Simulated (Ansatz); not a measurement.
Crystal: NaLaMnMoO6.

```
Na La Mn Mo O
1.0
     0.00000    3.86259    3.86259
     3.86259    0.00000    3.86259
     3.86259    3.86259    0.00000
Na La Mn Mo O
1 1 1 1 6
Direct
  0.25000 0.25000 0.25000
  0.75000 0.75000 0.75000
  0.50000 0.50000 0.50000
  0.00000 0.00000 0.00000
  0.74662 0.25338 0.25338
  0.25338 0.25338 0.74662
  0.25338 0.74662 0.25338
  0.74662 0.25338 0.74662
  0.74662 0.74662 0.25338
  0.25338 0.74662 0.74662
```

The cell was built by a generator and needn't be a form met in nature.

Base run:

| Property | Result |
| --- | --- |
| Program | Ansatz 0.2.0 |
| Functional | PBE |
| Potentials or basis | Ansatz PAW |
| Cutoff | 420 eV (not typed: the program's choice for these potentials) |
| k mesh | 6 × 6 × 6 |
| Occupations | fermi-dirac, width 0.05 eV |
| Spin | collinear spin, ferromagnetic start |
| Starting moments | [0.0, 0.0, 4.0, 1.0, 0.0, 0.0, 0.0, 0.0, 0.0, 0.0] μB |

Its results: band gap on the k mesh none (metal or under the smearing width); pressure 0.0 GPa; net moment 1.16 μB per cell; site moments Na +0.00; La -0.03; Mn +1.76; Mo -0.49; O +0.01 μB.

Task: After a change of settings the same cell gave: band gap on the k mesh none (metal or under the smearing width); pressure 0.6 GPa; net moment 1.16 μB per cell; site moments Na +0.00; La -0.03; Mn +1.75; Mo -0.50; O +0.01 μB. Which change was it?
A. functional from PBE to r2SCANh; cutoff from 420 eV (not typed: the program's choice for these potentials) to 500 eV (not typed: the program's choice for these potentials); k mesh from 6 × 6 × 6 to 3 × 3 × 3
B. potentials or basis from Ansatz PAW to JTH PAW; cutoff from 420 eV (not typed: the program's choice for these potentials) to 1800 eV (not typed: the program's choice for these potentials)
C. functional from PBE to HSE03; k mesh from 6 × 6 × 6 to 3 × 3 × 3
D. functional from PBE to PBE0; k mesh from 6 × 6 × 6 to 3 × 3 × 3

Result: B.

Caveats: a cell with one magnetic atom can't hold antiferromagnetic order, which such compounds often take; semilocal functionals often make such compounds metallic where correlation or magnetic order opens a gap, which also shifts bond lengths; the starting moments weren't kept.
